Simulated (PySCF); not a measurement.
# Al3Cl3Se3 ((ClAlSe)3 ring): the cost of one run

The runs use PySCF 2.14.0, with density-fitted response routines of our own; the level of theory stands in each step. All values are computed, except where a source is named. Atoms count from 0, in the outputs and in this text.

### Step 1. The molecule as given

9 atoms, charge 0, multiplicity 1; geometry from: GFN2-xTB. The atoms were then displaced at random by about 0.03 Å, so the start is not that level's minimum.

Bonds of the start (Å): Al0–Cl1 2.07, Al0–Se2 2.28, Al0–Se8 2.24, Se2–Al3 2.40, Al3–Cl4 1.92, Al3–Se5 2.33, Se5–Al6 2.30, Al6–Cl7 2.00, Al6–Se8 2.39.

### Step 2. Geometry optimisation at PBE0-D3(BJ)/def2-SVP

The job: settings as JSON, then the geometry in Å.

```
{"job": {"xc": "PBE0", "basis": "def2-SVP", "d3": "d3bj", "grid": 1, "maxiter": 40, "shake": 0.03, "kind": "geom"}, "charge": 0, "multiplicity": 1}
Al    -1.267770     0.748630     1.605470
Cl    -2.515260     1.527000     3.059580
Se     0.453230     2.105980     0.989730
Al     1.909600     1.144890    -0.655440
Cl     3.445350     2.134470    -1.240420
Se     1.406430    -0.863650    -1.733370
Al    -0.460570    -1.961990    -0.957890
Cl    -0.851510    -3.730530    -1.796950
Se    -1.986760    -1.174240     0.703630
```

Command:

```sh
OMP_NUM_THREADS=1 python probes_run.py task.json out
```

One launch serves the whole session: the jobs run in the order shown.

Q: Estimate the wall time and peak memory of this first job on 1 thread of Arm Neoverse V2, shared host.

About 7.7 min, with a peak of 1.6 GiB.
